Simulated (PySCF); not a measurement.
# The bond of PtF, level by level

One table from this session's results is given with a row withheld; the runs are named, their logs left out.

The runs use PySCF 2.14.0; Pt def2-TZVPP with ECP60, F def2-TZVPP, scalar-relativistic core potentials.

Set-up of the first run:

The job is set up so:

```
atoms                         : Pt, F
charge                        : 0
basis                         : Pt def2-TZVPP with ECP60, F def2-TZVPP
Hamiltonian                   : scalar-relativistic core potentials
basis functions               : 87
electrons treated             : 27
masses in u                   : 194.9648, 18.9984
levels                        : PBE0, PBE, r²SCAN, M06-2X, PW91, TPSSh, BP86, ωB97M-V, HF, MP2, SCS-MP2
grid                          : 80 radial by 434 angular points
occupations                   : held fixed by the projection of orbital angular momentum
dissociation limit            : Pt + F, each in its ground configuration
starting distance in angstrom : 1.790
values of 2S to try           : 1, 3, 5
```

On the command line:

```sh
> OMP_NUM_THREADS=1 python dia.py task.json out
```

Steps of the session up to this table: Set-up; PBE0 along the bond; Excited determinants; PBE (GGA); r²SCAN (meta-GGA); M06-2X (hybrid meta-GGA); PW91 (GGA); TPSSh; BP86 (GGA); ωB97M-V; UHF.

One table of the session follows, with a row left open; its other results are not shown here.

It belongs to the step «The curves together». Energy (eV) from each level's lowest point:

```
R (Å)    UHF  UHF-MP2  UHF-SCS-MP2    PBE   PW91
1.628  1.597    1.227        1.315  1.420  1.416
1.704  0.754    0.472        0.534  0.623  0.619
1.779  0.282    0.102        0.138  0.197  0.195
1.836  0.095    0.000        0.017  0.047  0.046
1.893  0.010    0.001        0.000  0.000  0.000
1.950  0.000    0.075        0.056  0.027  0.029
2.026      ?        ?            ?      ?      ?
2.120  0.257    0.538        0.475  0.368  0.374
2.234  0.558    0.941        0.855  0.694  0.704
2.385  1.020    1.507        1.397  1.154  1.168
```

**Question.** Estimate the row for R (Å) = 2.026.

Worked estimate for «UHF». A straight line through the neighbours (1.950, 0.000) and (2.120, 0.257) gives 0.000 + (0.257 − 0.000) × (2.026 − 1.950) / (2.120 − 1.950) = 0.115; a parabola fitted to 4 rows on both sides gives 0.084.

As computed: UHF: 0.073; UHF-MP2: 0.248; UHF-SCS-MP2: 0.208; PBE: 0.144; PW91: 0.147. In «UHF» the line misses by +0.042 and the parabola by +0.011.

State 2 has its PBE0 minimum 0.17 eV higher. State 3 has its PBE0 minimum 0.30 eV higher. State 4 has its PBE0 minimum 1.10 eV higher. The other levels ran on the lowest alone.
